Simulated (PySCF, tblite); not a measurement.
# CF₄NO₄S₂−: infrared bands and NMR shifts

Wanted: the infrared bands and NMR shifts of CF₄NO₄S₂− (`O=S(=O)(F)[N-]S(=O)(=O)C(F)(F)F`), by calculation.

Programs: tblite 0.8.0 and PySCF 2.14.0, with density-fitted response routines of our own. Each step states its level of theory. These are calculated values for one molecule in the gas phase, unless marked as measured. Atoms are numbered from 0 throughout.

### Step 1. The starting structure

12 atoms, charge -1, multiplicity 1; geometry from: GFN2-xTB.

Bonds of the start (Å): O0–S1 1.42, S1–O2 1.43, S1–F3 1.66, S1–N4 1.57, N4–S5 1.57, S5–O6 1.43, S5–O7 1.43, S5–C8 1.91, C8–F9 1.34, C8–F10 1.35, C8–F11 1.33.

### Step 2. Vibrational analysis with GFN2-xTB

Job settings and geometry (Å):

```
{"job": {"kind": "ir", "xc": "GFN2-xTB", "basis": "xTB"}, "charge": -1, "multiplicity": 1}
O      0.923009     0.847621     1.208567
S      1.711265     0.383979     0.117968
O      2.734470     1.241483    -0.380987
F      2.577821    -0.883414     0.737910
N      0.878809    -0.295413    -1.027883
S     -0.398718    -0.989959    -0.431965
O     -0.207579    -1.732362     0.774295
O     -1.153031    -1.638760    -1.465925
C     -1.521615     0.480286     0.045811
F     -1.054709     1.640625    -0.432777
F     -2.737524     0.321745    -0.518934
F     -1.751000     0.623483     1.347891
```

**Question.** This job is followed by: GIAO PBE0/pcSseg-1 NMR shielding, non-relativistic, gas phase. What will the session give for the following? strongest single infrared mode (GFN2-xTB); zero-point energy (GFN2-xTB); ¹³C shifts against TMS (PBE0/pcSseg-1); ¹⁷O shifts against H2O (PBE0/pcSseg-1, means over atoms taken as alike); ³³S shifts against CS2 (PBE0/pcSseg-1); ¹⁹F shifts against CFCl3 (PBE0/pcSseg-1, means over atoms taken as alike); ¹⁵N shifts against NH3 (PBE0/pcSseg-1).

As calculated:

```
                                                                 quantity                   value
                                strongest single infrared mode (GFN2-xTB)  1149 cm⁻¹, 1072 km/mol
                                             zero-point energy (GFN2-xTB)           24.6 kcal/mol
                                   ¹³C shifts against TMS (PBE0/pcSseg-1)               135.0 ppm
  ¹⁷O shifts against H2O (PBE0/pcSseg-1, means over atoms taken as alike)        240.9, 212.8 ppm
                                   ³³S shifts against CS2 (PBE0/pcSseg-1)            335, 301 ppm
¹⁹F shifts against CFCl3 (PBE0/pcSseg-1, means over atoms taken as alike)         78.7, -80.1 ppm
                                   ¹⁵N shifts against NH3 (PBE0/pcSseg-1)               182.0 ppm
```

In words: No mode is imaginary among the 30: a minimum at this level. The strongest single mode, at 1149 cm⁻¹, has its largest shares on S1, O0, S5 and O2 (the list is cut at 4 atoms). GFN2-xTB is a fitted tight-binding method: band positions and strengths are rough. Its intensities can rank the bands wrongly. At PBE0/pcSseg-1: The widest tensor belongs to F3: span 417 ppm, with a paramagnetic part of -384 ppm.
